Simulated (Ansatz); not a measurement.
# Yb (Yb, dhcp): the cost of one run

Method: DFT r2SCAN, plane waves (500 eV) with PAW, scalar-relativistic; PAW files made under PBE, frozen cores solved again for the functional, in Ansatz 0.2.0.

### Step 1. Starting point

The structure is hexagonal, space group P6_3/mmc (No. 194). Conventional cell: a = 3.879 Å, b = 3.879 Å, c = 12.670 Å, α = 90.00°, β = 90.00°, γ = 120.00°. Yb (site symmetry -3m) is surrounded by 12 Yb at 3.88 Å. Yb (site symmetry -6m2) is surrounded by 12 Yb at 3.88 Å.

As a file:

```cif
data_structure
_symmetry_space_group_name_H-M 'P6_3/mmc'
_symmetry_Int_Tables_number 194
_cell_length_a 3.8793
_cell_length_b 3.8793
_cell_length_c 12.6699
_cell_angle_alpha 90.000
_cell_angle_beta 90.000
_cell_angle_gamma 120.000
_cell_volume 165.13
loop_
_atom_site_label
_atom_site_type_symbol
_atom_site_symmetry_multiplicity
_atom_site_Wyckoff_symbol
_atom_site_fract_x
_atom_site_fract_y
_atom_site_fract_z
_atom_site_occupancy
Yb1 Yb 2 a 0.00000 0.00000 0.00000 1
Yb2 Yb 2 c 0.33333 0.66667 0.25000 1
```

### Step 2. Relaxing cell and atoms

input.yaml

```yaml
crystal:
  lattice:
    - [3.8793238081, 0.0, 0.0]
    - [-1.939661904, 3.3595929673, 0.0]
    - [0.0, 0.0, 12.6698715572]
  atoms:
    - { symbol: Yb, position: [0.0, 0.0, 0.0] }
    - { symbol: Yb, position: [0.0, 0.0, 0.5] }
    - { symbol: Yb, position: [0.3333333333, 0.6666666667, 0.25] }
    - { symbol: Yb, position: [0.6666666667, 0.3333333333, 0.75] }
hamiltonian:
  xc: r2scan
  pseudopotentials:
    kind: paw
    azcp:
      Yb: "pseudopotentials/Yb.paw.azcp"
basis:
  ecutwfc: 500
  fft_grid_basis: typed
kpoints:
  mp_grid: { grid: [9, 9, 3], shift: [0, 0, 0] }
magnetization:
  spin_polarized: false
scf:
  occupations: { method: fermi_dirac, width: 0.1 }
relax:
  max_steps: 60
  f_tol: 0.01
  cell: {}
```

The run is started by

```console
> ansatz run input.yaml --threads 1 --pin off --max-ram 3584MiB --backend cpu --events-out ev --progress --plain --runs-dir out
```

What time and memory should one allow on 1 thread of Intel Xeon Platinum 8259CL at 2.50GHz (Skylake/Cascade Lake), shared host?

About 4 min, with a peak of 1.1 GiB.
